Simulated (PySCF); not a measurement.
# H5OPb (Pb(H)3(H2O)-): the cost of one run

Program: PySCF 2.14.0. Level of theory: PBE0, Pb def2-SVP with ECP60, H def2-SVP, O def2-SVP; scalar-relativistic core potentials, no spin–orbit coupling. These are calculated values, not measurements.

1 further run of the same task is left out (for a known fault of the program).

**1. The system as given**

7 atoms, charge -1, spin multiplicity 1.

Bond lengths: Pb1–H2 1.872 Å, Pb1–H3 1.872 Å, Pb1–H4 1.872 Å, O5–H6 0.967 Å, O5–H7 0.967 Å. Angles: H2–Pb1–H3 92.0°, H2–Pb1–H4 91.8°, H3–Pb1–H4 92.0°, H6–O5–H7 97.8°.

Geometry (Å):

```xyz
7
H5OPb
Pb    0.14577   -0.14181    0.14181
H     1.39323    0.54365    1.35754
H    -0.48408   -1.38809    1.38809
H     1.39323   -1.35754   -0.54365
O    -2.02564    1.98483   -1.98483
H    -1.65252    2.13635   -1.10515
H    -1.65252    1.10515   -2.13635
```

Formal oxidation states: Pb +2. An earlier session relaxed this geometry at PBE0, Pb def2-SVP with ECP60, H def2-SVP, O def2-SVP (singlet, point group Cs).

Its energy there is -270.936741 Eh.

**2. One electron removed, multiplicity 2**

Contents of run.py (the lines that set the calculation):

```python
mol = gto.M(atom='''
Pb     0.14577    -0.14181     0.14181
H      1.39323     0.54365     1.35754
H     -0.48408    -1.38809     1.38809
H      1.39323    -1.35754    -0.54365
O     -2.02564     1.98483    -1.98483
H     -1.65252     2.13635    -1.10515
H     -1.65252     1.10515    -2.13635''',
    basis={'Pb': 'def2-SVP', 'H': 'def2-SVP', 'O': 'def2-SVP'},
    ecp={'Pb': 'def2-SVP'},
    charge=0, spin=1)
mf = dft.UKS(mol, xc='PBE0')
mf.grids.atom_grid = (50, 194)
mf = mf.density_fit()  # fitting sets: Pb def2-universal-JKFIT, H def2-universal-JKFIT, O def2-universal-JKFIT
mf.conv_tol = 1e-08; mf.max_cycle = 55
mf.kernel(dm0)  # dm0: the density of the relaxed state
```

Launch:

```bash
$ OMP_NUM_THREADS=2 python run.py
```

**Question.** How long does this run take on 2 threads of Arm Neoverse V1, shared host?

About 1.2 s.
